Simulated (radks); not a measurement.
# Li in [He] 2s0.5 3s0.5: an all-electron calculation

The task here is to estimate one member of a computed series from the others.

The numbers are computed with radks (a radial shooting solver on a logarithmic mesh, Libxc functionals) version 1 (scalar-relativistic Kohn-Sham, LDA (Slater exchange, Perdew-Wang correlation), spin-polarised, spherical densities, point nucleus; open shells are filled with parallel spins first), except any that are marked as measured or tabulated.

### The atom as given

- element: lithium (Z = 3)
- charge: 0
- electrons: 3
- configuration: [He] 2s0.5 3s0.5

Set-up of the first run:

Settings of this run:

```text
Z 3
configuration [He] 2s0.5 3s0.5 2p0 4s0
relativity scalar-relativistic
functional lda,pw
spin polarised
nucleus point
c 137.035999084
```

Run with:

```console
$ python run_ks.py task.json out
```

The same process makes all the runs of this session.

One table of the session follows, with a row left open; its other results are not shown here.

It belongs to the step «Shells». Radial moments (bohr):

| level | <r> | outermost maximum (interpolated) | 90 % within | nodes |
| --- | --- | --- | --- | --- |
| 1s up | 0.5880 | 0.365 | 1.07 | 0 |
| 1s down | 0.5872 | 0.365 | 1.06 | 0 |
| 2s up | 3.603 | 2.90 | 5.66 | 1 |
| 2s down | 3.816 | 2.97 | 6.10 | 1 |
| 2p up | 4.337 | 3.28 | 7.22 | 0 |
| 2p down | 5.043 | 3.60 | 8.61 | 0 |
| 3s up | 10.99 | 10.2 | 15.8 | 2 |
| 3s down | ? | ? | ? | ? |
| 4s up | 23.13 | 21.3 | 34.1 | 3 |

Estimate the missing values for 3s down.

**Answer.** <r>: 11.95; outermost maximum (interpolated): 11.0; 90 % within: 17.3; nodes: 2. In the column «<r>» it lies between 3s up (10.99) and 4s up (23.13).
